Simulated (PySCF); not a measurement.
# MgGe−: bond curves at several levels of theory

The task here is to estimate one member of a computed series from the others.

Program: PySCF 2.14.0. Level of theory: Mg aug-cc-pVDZ, Ge aug-cc-pVDZ-PP with ECP10, scalar-relativistic core potentials. These are calculated values, not measurements.

2 further runs of the same task are left out: 2 set aside as unsound or not needed.

Set-up of the first run:

A driver script around PySCF takes these settings:

| Item | Value |
| --- | --- |
| atoms | Mg, Ge |
| charge | -1 |
| basis | Mg aug-cc-pVDZ, Ge aug-cc-pVDZ-PP with ECP10 |
| Hamiltonian | scalar-relativistic core potentials |
| basis functions | 59 |
| electrons treated | 35 |
| masses in u | 23.9850, 73.9212 |
| levels | PBE0, PBE, r²SCAN, B97-3, B2PLYP, TPSS, HF, MP2, SCS-MP2 |
| grid | 80 radial by 434 angular points |
| occupations | held fixed by the projection of orbital angular momentum |
| dissociation limit | Mg + Ge−, each in its ground configuration |
| starting distance in angstrom | 2.615 |
| values of 2S to try | 1, 3 |

Started as:

```sh
> OMP_NUM_THREADS=1 python dia.py task.json out
```

Among the steps run: Input; PBE0 along the bond; Higher solutions at PBE0; PBE (GGA); r²SCAN; B97-3 (global hybrid GGA); B2PLYP (double hybrid); TPSS (meta-GGA); UHF (mean field).

One table of the session follows, with a row left open; its other results are not shown here.

```
      level  Re (Å)  ωe (cm⁻¹)  De (eV)
        UHF   2.945      145.2     0.53
    UHF-MP2   2.774      186.2     0.81
UHF-SCS-MP2   2.786      182.4     0.76
        PBE   2.740      202.7     1.04
       TPSS   2.730      206.2     1.07
     r²SCAN   2.708      213.4     1.09
       PBE0       ?          ?        ?
      B97-3   2.757      195.2     0.95
     B2PLYP   2.751      193.5     0.84
```

**Question.** Estimate the row for PBE0.

**Answer.** Re (Å): 2.738; ωe (cm⁻¹): 200.7; De (eV): 1.00. In the column «Re (Å)» it lies between TPSS (2.730) and PBE (2.740).

De is counted to Mg + Ge− in their ground configurations.
